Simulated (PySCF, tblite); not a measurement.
# Ge₂H₈OSi, a small molecule taken as a stand-in for a surface group (Ge site with back bonds [SiH3], [GeH3], O): NMR shifts, core binding energies and electronic excitations

Wanted: the NMR shifts, core binding energies and electronic excitations for `[OH][GeH]([SiH3])[GeH3]`.

Programs: tblite 0.8.0 and PySCF 2.14.0. All values are calculated, for the isolated system unless a continuum is named. Atoms count from 0, parts from 1.

## Step 1: The system as given

12 atoms, charge 0, multiplicity 1; geometry: distance geometry start.

## Step 2: Geometry optimisation with GFN2-xTB

The job: settings as JSON, then the geometry in Å.

```
{"job": {"kind": "relax", "xc": "GFN2-xTB", "basis": "xTB"}, "charge": 0, "multiplicity": 1}
Ge     0.029638     0.711941    -0.323573
Si    -1.895835    -0.261580     0.538644
Ge     1.710737    -0.999541    -0.381882
O      0.535454     2.001569     0.790095
H     -0.253356     1.228494    -1.741074
H     -2.595431     0.699620     1.415684
H     -1.609154    -1.475110     1.293084
H     -2.744063    -0.679003    -0.611881
H      2.198566    -1.161181    -1.863695
H      1.140959    -2.366729     0.087090
H      2.902257    -0.551258     0.491868
H      0.559786     2.846792     0.305294
```

With the program's defaults for keys left out, this is: GFN2-xTB geometry optimisation, gas phase.

Started as:

```console
$ OMP_NUM_THREADS=1 python cluster_run.py task.json out
```

The driver reads the jobs from task.json and runs them one after another.

What it wrote:

```text
step      E/eV     max force
  0    -374.04042    1.331
  1    -374.10257    0.660
  2    -374.16740    0.839
  3    -374.21565    0.489
  4    -374.23780    0.433
  5    -374.26551    0.374
  6    -374.27822    0.311
  7    -374.29353    0.267
  8    -374.30138    0.312
  9    -374.31044    0.256
 10    -374.31713    0.249
 11    -374.32303    0.210
 12    -374.32695    0.207
 13    -374.32949    0.164
 14    -374.33174    0.174
 15    -374.33368    0.121
 16    -374.33497    0.081
 17    -374.33582    0.093
 18    -374.33648    0.077
 19    -374.33705    0.062
 20    -374.33749    0.059
 21    -374.33791    0.065
 22    -374.33848    0.090
 23    -374.33947    0.129
 24    -374.34106    0.193
 25    -374.34300    0.190
 26    -374.34452    0.106
 27    -374.34546    0.105
 28    -374.34628    0.099
 29    -374.34756    0.159
 30    -374.34957    0.205
 31    -374.35205    0.188
 32    -374.35430    0.141
 33    -374.35592    0.116
 34    -374.35753    0.119
 35    -374.36023    0.153
 36    -374.36361    0.161
 37    -374.36533    0.274
 38    -374.36649    0.343
 39    -374.36891    0.119
 40    -374.36978    0.123
 41    -374.37321    0.184
 42    -374.37612    0.276
 43    -374.38356    0.409
 44    -374.39001    0.247
 45    -374.38656    0.975
 46    -374.39762    0.115
 47    -374.39906    0.107
 48    -374.40191    0.413
 49    -374.40397    0.274
 50    -374.41048    0.118
 51    -374.41373    0.111
 52    -374.41500    0.086
 53    -374.41521    0.038
 54    -374.41540    0.045
 55    -374.41571    0.051
 56    -374.41647    0.064
 57    -374.41726    0.058
 58    -374.41786    0.035
 59    -374.41805    0.032
 60    -374.41812    0.030
 61    -374.41825    0.032
 62    -374.41848    0.048
 63    -374.41883    0.057
 64    -374.41913    0.041
 65    -374.41927    0.021
 66    -374.41932    0.018
 67    -374.41936    0.018
 68    -374.41945    0.019
 69    -374.41955    0.026
 70    -374.41965    0.035
 71    -374.41972    0.036
 72    -374.41978    0.027
 73    -374.41982    0.015
 74    -374.41985    0.013
 75    -374.41989    0.014
 76    -374.41993    0.019
 77    -374.42000    0.026
 78    -374.42007    0.028
 79    -374.42013    0.018
 80    -374.42016    0.012
 81    -374.42018    0.011
 82    -374.42019    0.011
 83    -374.42020    0.010
 84    -374.42022    0.006
```

Wall time 1.3 s (1 thread of Arm Neoverse V1, shared host).

Step by step:

| step | energy from step 0 (eV) | largest force (eV/Å) |
| --- | --- | --- |
| 0 | 0.0000 | 1.3301 |
| 3 | -0.1752 | 0.4895 |
| 6 | -0.2378 | 0.3109 |
| 9 | -0.2700 | 0.2560 |
| 12 | -0.2865 | 0.2069 |
| 15 | -0.2933 | 0.1204 |
| 18 | -0.2961 | 0.0762 |
| 21 | -0.2975 | 0.0654 |
| 24 | -0.3006 | 0.1931 |
| 27 | -0.3050 | 0.1054 |
| 30 | -0.3092 | 0.2053 |
| 33 | -0.3155 | 0.1164 |
| 36 | -0.3232 | 0.1618 |
| 39 | -0.3285 | 0.1194 |
| 42 | -0.3357 | 0.2757 |
| 45 | -0.3461 | 0.9751 |
| 48 | -0.3615 | 0.4129 |
| 51 | -0.3733 | 0.1116 |
| 54 | -0.3750 | 0.0454 |
| 57 | -0.3768 | 0.0572 |
| 60 | -0.3777 | 0.0297 |
| 63 | -0.3784 | 0.0567 |
| 66 | -0.3789 | 0.0176 |
| 69 | -0.3791 | 0.0256 |
| 72 | -0.3794 | 0.0277 |
| 75 | -0.3795 | 0.0139 |
| 78 | -0.3797 | 0.0277 |
| 81 | -0.3798 | 0.0110 |
| 84 | -0.3798 | 0.0064 |

Distances of close pairs at the start and the end, largest changes first:

| bond | before (Å) | after (Å) | change (Å) |
| --- | --- | --- | --- |
| Ge2–H8 | 1.568 | 1.506 | -0.063 |
| Ge2–H9 | 1.554 | 1.505 | -0.049 |
| Ge2–H10 | 1.544 | 1.510 | -0.034 |
| Ge0–Si1 | 2.323 | 2.355 | +0.032 |
| Ge0–Ge2 | 2.400 | 2.431 | +0.031 |
| Si1–H7 | 1.489 | 1.466 | -0.024 |
| O3–H11 | 0.975 | 0.955 | -0.020 |
| Ge0–H4 | 1.535 | 1.554 | +0.019 |

## Step 3: Relaxing the molecule at PBE0-D3(BJ)/def2-SVP

The job: settings as JSON, then the geometry in Å.

```
{"job": {"xc": "PBE0", "basis": "def2-SVP", "d3": "d3bj", "grid": 2, "kind": "geom", "shake": 0.01}, "charge": 0, "multiplicity": 1}
Ge    -0.113028     0.473034    -0.359654
Si    -2.180075    -0.202154     0.581203
Ge     1.848408    -0.878479    -0.473314
O      0.277219     1.910119     0.646228
H     -0.257223     1.094543    -1.801953
H     -2.753800     0.879409     1.387528
H     -1.949850    -1.378265     1.429505
H     -3.096764    -0.558955    -0.486558
H      2.455417    -1.050280    -1.819393
H      1.698157    -2.293399     0.030655
H      3.019879    -0.364481     0.362337
H      1.090151     2.341321     0.520415
```

What it wrote:

```text
step   0  E = -4522.13928928  max force = 0.036956
step   1  E = -4522.14928292  max force = 0.005561
step   2  E = -4522.14970595  max force = 0.002269
step   3  E = -4522.14989564  max force = 0.000874
step   4  E = -4522.14997366  max force = 0.001289
step   5  E = -4522.15008374  max force = 0.001039
step   6  E = -4522.15015781  max force = 0.000541
step   7  E = -4522.15028181  max force = 0.000886
step   8  E = -4522.15048007  max force = 0.002362
step   9  E = -4522.15066867  max force = 0.002917
step  10  E = -4522.15089045  max force = 0.001966
step  11  E = -4522.15102749  max force = 0.000765
step  12  E = -4522.15104921  max force = 0.000614
step  13  E = -4522.15107950  max force = 0.000477
step  14  E = -4522.15110672  max force = 0.000538
step  15  E = -4522.15116227  max force = 0.001462
step  16  E = -4522.15127992  max force = 0.002905
step  17  E = -4522.15141198  max force = 0.004294
step  18  E = -4522.15163364  max force = 0.003297
step  19  E = -4522.15195562  max force = 0.000872
step  20  E = -4522.15197688  max force = 0.000330
step  21  E = -4522.15198732  max force = 0.000173
optimisation converged
```

Run time: 4.1 min. Hardware: 1 thread of Arm Neoverse V1, shared host; peak memory 0.7 GiB.

Step by step:

| step | energy from step 0 (eV) | largest force component (eV/Å) |
| --- | --- | --- |
| 0 | 0.0000 | 1.9004 |
| 1 | -0.2719 | 0.2860 |
| 2 | -0.2835 | 0.1167 |
| 3 | -0.2886 | 0.0449 |
| 4 | -0.2907 | 0.0663 |
| 5 | -0.2937 | 0.0534 |
| 6 | -0.2957 | 0.0278 |
| 7 | -0.2991 | 0.0456 |
| 8 | -0.3045 | 0.1215 |
| 9 | -0.3096 | 0.1500 |
| 10 | -0.3157 | 0.1011 |
| 11 | -0.3194 | 0.0393 |
| 12 | -0.3200 | 0.0316 |
| 13 | -0.3208 | 0.0245 |
| 14 | -0.3216 | 0.0277 |
| 15 | -0.3231 | 0.0752 |
| 16 | -0.3263 | 0.1494 |
| 17 | -0.3299 | 0.2208 |
| 18 | -0.3359 | 0.1695 |
| 19 | -0.3447 | 0.0448 |
| 20 | -0.3452 | 0.0170 |
| 21 | -0.3455 | 0.0089 |

Distances of close pairs at the start and the end, largest changes first:

| bond | before (Å) | after (Å) | change (Å) |
| --- | --- | --- | --- |
| Ge2–H8 | 1.487 | 1.541 | +0.054 |
| Ge0–Ge2 | 2.385 | 2.433 | +0.049 |
| Si1–H7 | 1.452 | 1.496 | +0.044 |
| O3–H11 | 0.929 | 0.963 | +0.035 |
| Ge2–H9 | 1.509 | 1.540 | +0.030 |
| Si1–H5 | 1.466 | 1.493 | +0.027 |
| Ge0–H4 | 1.577 | 1.551 | -0.026 |
| Si1–H6 | 1.468 | 1.493 | +0.025 |

The final coordinates are the input of the step that follows.

| at the end point | value |
| --- | --- |
| point group (found at 0.08 Å tolerance) | C1 |
| rotational constants (GHz, main isotopes) | 3.092, 1.109, 0.902 |
| dipole moment (D) | 1.16 |

## Step 4: Nuclear shieldings: PBE0/pcSseg-1

The job: settings as JSON, then the geometry in Å.

```
{"job": {"kind": "nmr", "xc": "PBE0", "basis": "pcSseg-1"}, "charge": 0, "multiplicity": 1}
Ge     0.002732     0.730863    -0.227296
Si    -2.091803    -0.201842     0.413090
Ge     1.728117    -0.950825    -0.568339
O      0.465527     1.766244     1.167613
H     -0.121254     1.607415    -1.500706
H     -3.103373     0.871338     0.648366
H     -1.912562    -1.006088     1.658595
H     -2.573263    -1.100312    -0.681542
H      1.433874    -1.793954    -1.824265
H      1.800272    -1.887725     0.651285
H      3.103727    -0.276415    -0.744743
H      1.306727     2.213759     1.025018
```

Method: GIAO PBE0/pcSseg-1 NMR shielding, non-relativistic, gas phase.

What it wrote:

```text
coarse grid: 46200 points
cycle   1  E = -4522.1905860241  dE = -1.345e+00  |g| = 1.378e+00  |ddm| = 3.237e+00
cycle   2  E = -4521.8092352554  dE =  3.814e-01  |g| = 1.894e+00  |ddm| = 1.994e+00
cycle   3  E = -4522.3314763496  dE = -5.222e-01  |g| = 4.016e-01  |ddm| = 1.693e+00
cycle   4  E = -4522.3609827840  dE = -2.951e-02  |g| = 8.804e-02  |ddm| = 2.970e-01
cycle   5  E = -4522.3616917239  dE = -7.089e-04  |g| = 1.701e-02  |ddm| = 6.700e-02
cycle   6  E = -4522.3617473548  dE = -5.563e-05  |g| = 3.403e-03  |ddm| = 2.394e-02
cycle   7  E = -4522.3617510500  dE = -3.695e-06  |g| = 6.062e-04  |ddm| = 5.724e-03
final grid: 92192 points
cycle   8  E = -4522.3617768896  dE = -4.266e-08  |g| = 7.642e-04  |ddm| = 2.343e-03
cycle   9  E = -4522.3617767906  dE =  9.902e-08  |g| = 1.143e-03  |ddm| = 1.508e-03
cycle  10  E = -4522.3617770051  dE = -2.145e-07  |g| = 1.318e-04  |ddm| = 8.081e-04
cycle  11  E = -4522.3617770088  dE = -3.662e-09  |g| = 2.923e-05  |ddm| = 1.432e-04
cycle  12  E = -4522.3617770088  dE = -8.185e-11  |g| = 3.340e-06  |ddm| = 2.097e-05
converged SCF energy = -4522.3617770088

GIAO shielding tensors (ppm)
atom      isotropic    diamagn.    paramagn.     s11        s22        s33       span
  0 Ge    1351.200    2757.690   -1406.490   1148.439   1259.035   1646.127    497.688
  1 Si     449.277     879.072    -429.794    439.208    444.561    464.063     24.855
  2 Ge    1656.253    2757.455   -1101.201   1637.447   1651.778   1679.535     42.088
  3 O      343.351     391.428     -48.078    278.769    350.688    400.595    121.826
  4 H       25.459      29.225      -3.766     19.541     21.210     35.626     16.085
  5 H       27.305      27.369      -0.064     23.561     24.853     33.500      9.938
  6 H       27.418      27.915      -0.497     23.753     25.799     32.702      8.949
  7 H       27.729      27.914      -0.186     24.092     25.813     33.282      9.190
  8 H       27.710      28.718      -1.008     21.401     22.497     39.230     17.829
  9 H       27.578      28.887      -1.309     21.189     22.944     38.601     17.413
 10 H       27.562      28.746      -1.184     21.225     22.493     38.969     17.744
 11 H       31.956      32.222      -0.267     21.607     27.892     46.369     24.762
```

Run time: 19 s. Hardware: 1 thread of Arm Neoverse V1, shared host; peak memory 0.93 GiB.

The references, computed at this level on geometries of the same kind, shield at (ppm): 1H TMS 31.27, 29Si TMS 352.0, 17O H2O 334.6, 73Ge GeMe4 1330. Their shielding less the atom's gives the shift. The references are single molecules in the gas phase, so shifts against H2O, NH3, PH3, H3PO4 or CFCl3 are not on the usual liquid scales and can be off by tens of ppm.

| atoms | environment | σ (ppm) | δ (ppm) |
| --- | --- | --- | --- |
| H4 | hydrogen on a germanium bonded to Ge, O, Si | 25.46 | 5.81 |
| H5 | hydrogen on a silicon bonded to Ge | 27.30 | 3.96 |
| H6 | hydrogen on a silicon bonded to Ge | 27.42 | 3.85 |
| H10 | hydrogen on a germanium bonded to Ge | 27.56 | 3.70 |
| H9 | hydrogen on a germanium bonded to Ge | 27.58 | 3.69 |
| H8 | hydrogen on a germanium bonded to Ge | 27.71 | 3.56 |
| H7 | hydrogen on a silicon bonded to Ge | 27.73 | 3.54 |
| H11 | hydrogen on an oxygen bonded to Ge | 31.96 | -0.69 |
| Ge0 | germanium bonded to Ge, O, Si, H | 1351 | -21 |
| Ge2 | germanium bonded to Ge, 3 H | 1656 | -326 |
| Si1 | silicon bonded to Ge, 3 H | 449.3 | -97.3 |
| O3 | oxygen bonded to Ge, H | 343.4 | -8.8 |

The run also stored atomic charges by several schemes (e):

| atoms | Mulliken | IAO | Hirshfeld | ESP fit |
| --- | --- | --- | --- | --- |
| Ge0 | 0.21 | 0.50 | 0.26 | 0.35 |
| Si1 | 0.38 | 0.30 | 0.22 | 0.22 |
| Ge2 | -0.04 | 0.16 | 0.19 | -0.01 |
| O3 | -0.63 | -0.75 | -0.34 | -0.65 |

Mayer bond orders: Ge0–Si1 0.89, Ge0–Ge2 0.89, Ge0–O3 0.86.

## Step 5: Core-electron binding energies: SCAN, X2C

The job, as its differences from that of step 4:

```diff
@@ -1,2 +1,2 @@
-{"job": {"kind": "nmr", "xc": "PBE0", "basis": "pcSseg-1"}, "charge": 0, "multiplicity": 1}
+{"job": {"kind": "xps", "holes": 5}, "charge": 0, "multiplicity": 1}
 Ge     0.002732     0.730863    -0.227296
```

Method: delta-SCF UKS SCAN, pcX-2 on the ionised atom, pcseg-1 elsewhere, spin-free X2C.

What it wrote:

```text
ground state, core basis on atom 1 (Si), 168 functions
  cycle   1  E = -4558.01877050  |g| = 7.05e-01
  cycle   2  E = -4557.44708902  |g| = 1.74e+00
  cycle   3  E = -4558.11308419  |g| = 9.94e-02
  cycle   4  E = -4558.11595476  |g| = 4.52e-02
  cycle   5  E = -4558.11668200  |g| = 1.26e-02
  cycle   6  E = -4558.11673788  |g| = 2.21e-03
  cycle   7  E = -4558.11673656  |g| = 8.06e-04
  cycle   8  E = -4558.11673842  |g| = 1.17e-04
  E(ground) = -4558.37014187 Eh
hole in Si 2p of atom 1
  cycle   1  E = -4553.84311038  |g| = 1.23e+00
  cycle   2  E = -4553.60069114  |g| = 1.14e+00
  cycle   3  E = -4554.12040826  |g| = 2.78e-01
  cycle   4  E = -4554.17136003  |g| = 1.36e-01
  cycle   5  E = -4554.17652167  |g| = 8.59e-02
  cycle   6  E = -4554.17993482  |g| = 1.27e-02
  cycle   7  E = -4554.18002510  |g| = 3.46e-03
  cycle   8  E = -4554.18002773  |g| = 8.24e-04
  cycle   9  E = -4554.18002857  |g| = 3.07e-04
  E(ion) = -4554.44541246 Eh   <S^2> = 0.7527   hole on atom = 1.002   binding energy = 106.797 eV
  2p3/2 = 106.584 eV   2p1/2 = 107.207 eV
ground state, core basis on atom 3 (O), 157 functions
  cycle   1  E = -4558.05760149  |g| = 9.96e-02
  cycle   2  E = -4558.05670262  |g| = 8.15e-02
  cycle   3  E = -4558.05711422  |g| = 6.92e-02
  cycle   4  E = -4558.05799004  |g| = 5.94e-03
  cycle   5  E = -4558.05800412  |g| = 1.14e-03
  cycle   6  E = -4558.05800406  |g| = 1.58e-04
  E(ground) = -4558.35014625 Eh
hole in O 1s of atom 3
  cycle   1  E = -4537.46012124  |g| = 2.22e+00
  cycle   2  E = -4536.73964985  |g| = 2.29e+00
  cycle   3  E = -4538.19902399  |g| = 4.56e-01
  cycle   4  E = -4538.26247556  |g| = 2.12e-01
  cycle   5  E = -4538.29571624  |g| = 4.68e-02
  cycle   6  E = -4538.29692510  |g| = 1.07e-02
  cycle   7  E = -4538.29699871  |g| = 4.20e-03
  cycle   8  E = -4538.29701263  |g| = 9.47e-04
  cycle   9  E = -4538.29701276  |g| = 4.02e-04
  E(ion) = -4538.59089722 Eh   <S^2> = 0.7630   hole on atom = 1.000   binding energy = 537.677 eV
```

Run time: 13 s. Hardware: 1 thread of Arm Neoverse V1, shared host; peak memory 0.49 GiB.

Binding energies by hole, beside the orbital energy of the ground state; the difference holds orbital relaxation and, for a density functional, its self-interaction error:

| hole | stands for | environment | ΔSCF (eV; 2p as the shell's mean) | −ε (eV) | ⟨S²⟩ |
| --- | --- | --- | --- | --- | --- |
| Si2p on Si1 | Si1 | silicon bonded to Ge, 3 H | 106.79 | 96.4 | 0.753 |
| O1s on O3 | O3 | oxygen bonded to Ge, H | 537.68 | 516.5 | 0.763 |

With the spin-orbit splitting: Si1 2p3/2 106.58, 2p1/2 107.21 eV. The table gives each 2p level as the mean over the whole 2p shell (two parts 2p3/2, one part 2p1/2), which differs a little from the single hole in the log.

## Step 6: Ultraviolet spectrum: CAM-B3LYP/def2-SVPD

The job, as its differences from that of step 5:

```diff
@@ -1,2 +1,2 @@
-{"job": {"kind": "xps", "holes": 5}, "charge": 0, "multiplicity": 1}
+{"job": {"kind": "uv", "xc": "CAM-B3LYP", "basis": "def2-SVPD", "nstates": 6, "ntriplets": 2, "ip": true}, "charge": 0, "multiplicity": 1}
 Ge     0.002732     0.730863    -0.227296
```

Level: TDDFT CAM-B3LYP/def2-SVPD, vertical, gas phase, core orbitals frozen in the response.

What it wrote:

```text
coarse grid: 46200 points
cycle   1  E = -4522.9762177270  dE = -1.289e+00  |g| = 8.666e-01  |ddm| = 3.561e+00
cycle   2  E = -4522.8232680124  dE =  1.529e-01  |g| = 1.260e+00  |ddm| = 1.802e+00
cycle   3  E = -4523.0999775757  dE = -2.767e-01  |g| = 1.252e-01  |ddm| = 1.080e+00
cycle   4  E = -4523.1023965040  dE = -2.419e-03  |g| = 4.066e-02  |ddm| = 1.442e-01
cycle   5  E = -4523.1026165037  dE = -2.200e-04  |g| = 4.307e-03  |ddm| = 4.629e-02
cycle   6  E = -4523.1026225196  dE = -6.016e-06  |g| = 7.568e-04  |ddm| = 1.222e-02
final grid: 92192 points
cycle   7  E = -4523.1026302144  dE = -2.615e-07  |g| = 6.427e-04  |ddm| = 3.608e-03
cycle   8  E = -4523.1026301979  dE =  1.652e-08  |g| = 7.693e-04  |ddm| = 1.433e-03
cycle   9  E = -4523.1026302953  dE = -9.736e-08  |g| = 1.001e-04  |ddm| = 6.292e-04
cycle  10  E = -4523.1026302973  dE = -2.087e-09  |g| = 3.056e-05  |ddm| = 1.231e-04
cycle  11  E = -4523.1026302976  dE = -2.747e-10  |g| = 8.748e-06  |ddm| = 6.308e-05
converged SCF energy = -4523.1026302976

Static polarisability (au): isotropic 102.760, principal 87.363 96.622 124.295

Singlet excitations
state   eV       nm        f      main configurations
  1   5.8044    213.6   0.01249   H->L 0.91
  2   6.5324    189.8   0.01548   H-1->L 0.87
  3   6.7026    185.0   0.15744   H->L+1 0.63, H->L+2 0.24
  4   6.8890    180.0   0.43469   H->L+2 0.68, H->L+1 0.19
  5   7.0522    175.8   0.09551   H->L+3 0.47, H->L+4 0.25, H->L+1 0.11
  6   7.2861    170.2   0.00903   H->L+4 0.42, H->L+3 0.31, H->L+5 0.08

Triplet excitations (Tamm-Dancoff, eV): 5.3010 5.8496
Vertical ionisation energy (delta-SCF) = 9.5288 eV
```

It took 88 s on 1 thread of Arm Neoverse V1, shared host; peak memory 1 GiB.

Frontier orbitals and where they lie:

| orbital | eV | atoms |
| --- | --- | --- |
| HOMO−3 | -11.01 | O3 39 %, Ge2 20 %, H10 11 % |
| HOMO−2 | -10.99 | Ge2 28 %, O3 21 %, H8 15 % |
| HOMO−1 | -9.66 | Ge0 27 %, O3 22 %, Si1 18 % |
| HOMO | -8.82 | Ge0 26 %, Ge2 26 %, O3 16 % |
| LUMO | 0.26 | Ge0 28 %, O3 17 %, Ge2 15 % |
| LUMO+1 | 0.58 | Ge2 36 %, Si1 13 %, H10 11 % |
| LUMO+2 | 0.88 | Ge0 22 %, Ge2 20 %, Si1 17 % |

With each of the 6 states as a Gaussian band of 0.4 eV half-width at 1/e, the curve within the window shown has maxima at 180 nm (ε 26,000) L/(mol cm). Beyond the last state computed it falls off for lack of states. The curve at chosen wavelengths:

nm, ε (L/mol/cm) and a bar:
```
      163       1753 ##
      166       4424 #####
      169       9056 ##########
      172      15249 #################
      175      21447 ########################
      178      25594 #############################
      181      26318 ##############################
      184      23667 ###########################
      187      18874 #####################
      190      13527 ###############
      193       8829 ##########
      196       5335 ######
      199       3063 ###
      201       2103 ##
      204       1253 #
      207        848 #
      210        671 #
      213        585 #
      216        520 #
      219        448 
      222        367 
      225        285 
      228        209 
      231        145 
      234         96 
      237         61
```

Further results of this job:

| property | computed |
| --- | --- |
| dipole moment (D) | 1.26 |
| polarisability (Å³) | 15.23 |
| HOMO–LUMO gap (eV) | 9.08 |
| −ε(HOMO) (eV) | 8.82 |

## Step 7: Summary of results

```
                                 quantity                                                value
                              point group                                                   C1
     rotational constants (main isotopes)                                 3.09, 1.11, 0.90 GHz
    1H shifts against TMS (PBE0/pcSseg-1)  5.81, 3.96, 3.85, 3.70, 3.69, 3.56, 3.54, -0.69 ppm
73Ge shifts against GeMe4 (PBE0/pcSseg-1)                                        -21, -326 ppm
  29Si shifts against TMS (PBE0/pcSseg-1)                                            -97.3 ppm
   17O shifts against H2O (PBE0/pcSseg-1)                                             -8.8 ppm
        Si2p binding energies, SCAN/pcX-2                                        Si1 106.79 eV
         O1s binding energies, SCAN/pcX-2                                         O3 537.68 eV
     lowest singlet (CAM-B3LYP/def2-SVPD)                          5.80 eV (214 nm), f = 0.012
 brightest single state of those computed                          state 4, 6.89 eV, f = 0.435
                           lowest triplet                                              5.30 eV
        vertical ionisation energy (ΔSCF)                                              9.53 eV
```

The start of the PBE0/def2-SVP relaxation was shaken at random by about 0.01 Å, so part of the energy gained, and of the first lengths quoted, undoes that. Relaxing lowered the energy by 0.346 eV in 21 steps; the close pair that moved most is Ge2–H8, from 1.487 to 1.541 Å (PBE0/def2-SVP). Hydrogens of an XH3 group are listed apart at this fixed geometry; free rotation makes them one line at their mean. At PBE0/pcSseg-1: The widest tensor belongs to Ge0: span 498 ppm, with a paramagnetic part of -1406 ppm. The lowest singlet, at 5.80 eV, is HOMO→LUMO 0.91 and is weak; of the 6 states computed, the strongest absorption comes from state 4 at 6.89 eV. The lowest triplet lies 0.50 eV below the lowest singlet (triplets in Tamm-Dancoff, singlets in full TDDFT). The orbital energy would give 8.82 eV for ionisation, ΔSCF gives 9.53 eV. Spin-orbit coupling is left out, which matters for shieldings and couplings at and beside the heavy atoms. A capped cluster stands for the solid here, so long-range fields and strain are missing, and bands or shifts of the capping hydrogens have no counterpart in it.
